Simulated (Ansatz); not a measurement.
# GaH5N2O: the cost of one run

The runs use Ansatz 0.2.0; RKS PBE0-D4/def2-TZVP.

### 1 The starting structure

SMILES `[NH2][Ga]([NH2])[OH]`, 9 atoms, charge 0, spin multiplicity 1.

Atoms are counted from 1 here; the program's logs count them from 0.

Bond lengths: N1–Ga2 1.832 Å, N1–H5 1.023 Å, N1–H6 1.023 Å, Ga2–N3 1.841 Å, Ga2–O4 1.808 Å, N3–H7 1.023 Å, N3–H8 1.024 Å, O4–H9 0.973 Å. Angles: Ga2–N1–H5 116.6°, Ga2–N1–H6 118.9°, H5–N1–H6 109.7°, N1–Ga2–N3 123.2°, N1–Ga2–O4 114.9°, N3–Ga2–O4 121.9°, Ga2–N3–H7 118.4°, Ga2–N3–H8 117.4°, H7–N3–H8 109.0°, Ga2–O4–H9 112.3°.

As a file:

```csv
atom,x (Å),y (Å),z (Å)
N1,0.03395,1.54556,-0.92567
Ga2,0.23749,0.00360,0.04250
N3,-1.16735,-1.09893,0.48779
O4,1.93610,-0.36318,0.54255
H5,0.79274,2.22930,-0.86426
H6,-0.86761,2.02786,-0.90461
H7,-0.96661,-2.07796,0.70808
H8,-2.00558,-1.05339,-0.09838
H9,2.00687,-1.21287,1.01199
```

This geometry comes from a loose relaxation at PBE in a small basis, which is not shown.

### 3 The grid

- dihedral N1–Ga2–O4–H9: 10 values from −180 to 144 °, periodic
- dihedral H5–N1–Ga2–N3: 10 values from −180 to 144 °, periodic

Nothing else is relaxed (all other coordinates rigid). Energies count from the relaxed molecule at the same level. Points are written as (first, second).

(The set-up runs are not shown.)

### 4 Point (0°, −72°)

The input, input.yaml:

```yaml
crystal:
  periodic: [false, false, false]
  atoms:
    - { symbol: "N", position_ang: [0.039324, 1.555804, -0.880151] }
    - { symbol: Ga, position_ang: [0.239206, 0.005777, 0.040047] }
    - { symbol: "N", position_ang: [1.371645, -1.327766, -0.463923] }
    - { symbol: O, position_ang: [-0.768129, -0.147049, 1.509893] }
    - { symbol: H, position_ang: [0.781757, 2.235365, -0.855477] }
    - { symbol: H, position_ang: [-0.858132, 2.003863, -0.956091] }
    - { symbol: H, position_ang: [1.658244, -2.03341, 0.193996] }
    - { symbol: H, position_ang: [2.103469, -1.149064, -1.131742] }
    - { symbol: H, position_ang: [-1.330037, 0.609027, 1.684651] }
basis:
  gaussian: { orbitals: def2-TZVP }
hamiltonian:
  xc: pbe0
  dispersion: d4
output:
  forces: true
```

Started as:

```sh
> ansatz run input.yaml --threads 1 --pin off --max-ram 2560MiB --backend cpu --events-out ev --progress --plain --runs-dir out
```

**Question.** How long does this run take on 1 thread of Intel Xeon 6975P-C (Granite Rapids), shared host, and how much memory does it need?

About 3.8 s, with a peak of 0.38 GiB.
